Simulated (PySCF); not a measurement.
# RuOOH: relaxation and vibrations of the quartet

Aim: relax RuOOH as a quartet from a linear start, check by its vibrations whether the end is a minimum, and collect its spectrum and constants.

The runs use PySCF 2.14.0; PBE0, basis Ru def2-TZVP with ECP28, O def2-TZVP, H def2-TZVP, scalar-relativistic core potentials, no spin–orbit coupling, density fitting.

## Step 1: The system as given

4 atoms, charge 0, spin multiplicity 4.

Bond lengths: Ru1–O2 1.710 Å, Ru1–O3 1.880 Å, O3–H4 0.960 Å. Angles: O2–Ru1–O3 180.0°, Ru1–O3–H4 130.0°.

```xyz
4
charge 0 multiplicity 4
Ru    0.0000    0.0000    0.0000
O     0.0000    0.0000    1.7100
O     0.0000    0.0000   -1.8800
H     0.7354    0.0000   -2.4971
```

## Step 2: Finding the electronic state

The steps below are one call of a driver around PySCF. For each, scf.py gives the equivalent set-up of the SCF; relaxations use the driver's own optimiser. After this first run the driver tries any further starts and a stability analysis.

File scf.py:

```python
from pyscf import gto, scf, dft
mol = gto.M(atom='''
Ru     0.000000     0.000000     0.000000
O      0.000000     0.000000     1.710000
O      0.000000     0.000000    -1.880000
H      0.735400     0.000000    -2.497100''',
    basis={'Ru': 'def2-TZVP', 'O': 'def2-TZVP', 'H': 'def2-TZVP'},
    ecp={'Ru': 'def2-TZVP'},
    charge=0, spin=3)
mf = dft.UKS(mol, xc='PBE0')
mf.grids.atom_grid = (50, 194)
aux = {'Ru': 'def2-universal-JKFIT', 'O': 'def2-universal-JKFIT', 'H': 'def2-universal-JKFIT'}
mf = mf.density_fit(auxbasis=aux)
mf.conv_tol = 1e-08
mf.diis_space = 10
mf.max_cycle = 60
mf.init_guess = 'minao'
mf.verbose = 4
mf.kernel()
```

Command:

```console
$ OMP_NUM_THREADS=4 python axn.py task.json out
```

Further steps of the session: Linear start, quartet: relaxation; Hessian and properties; Downhill along the imaginary mode; Vibrations and properties at this point.

Before running it: what results should come out? Wanted: minimum; geometry; wavenumbers; dipole moment; highest occupied, lowest empty level; polar-tensor charge of Ru1; zero-point energy; atomisation energy; ⟨S²⟩.

As calculated:

```
                                          quantity                                                                  value
                                           minimum                                                            quartet, C1
                                          geometry  O–H 0.961 Å, Ru–O 1.673 Å, Ru–O 1.872 Å; H–O–Ru 122.4°, O–Ru–O 135.9°
                                wavenumbers (cm⁻¹)                  157 (a), 277 (a), 664 (a), 708 (a), 988 (a), 3878 (a)
                                     dipole moment                                                                 1.96 D
highest occupied, lowest empty level (either spin)                                                        -6.79, -3.27 eV
                        polar-tensor charge of Ru1                                                                +1.26 e
                                 zero-point energy                                                            39.9 kJ/mol
                               entropy at 298.15 K                                                        298.9 J/(mol K)
         atomisation energy (no zero-point energy)                                                            1222 kJ/mol
                                              ⟨S²⟩                                                                  3.764
```

The linear start ends in a minimum without symmetry. The strongest infrared band lies at 664 cm⁻¹ (a). Most of the spin sits on Ru1 (Mulliken spin 2.55, against 3 for the whole molecule). The first SCF alone would have been 83 kJ/mol too high. Only this shape and spin were tried, so other structures or states may lie lower. One determinant may miss the lowest occupation of an open d or f shell.
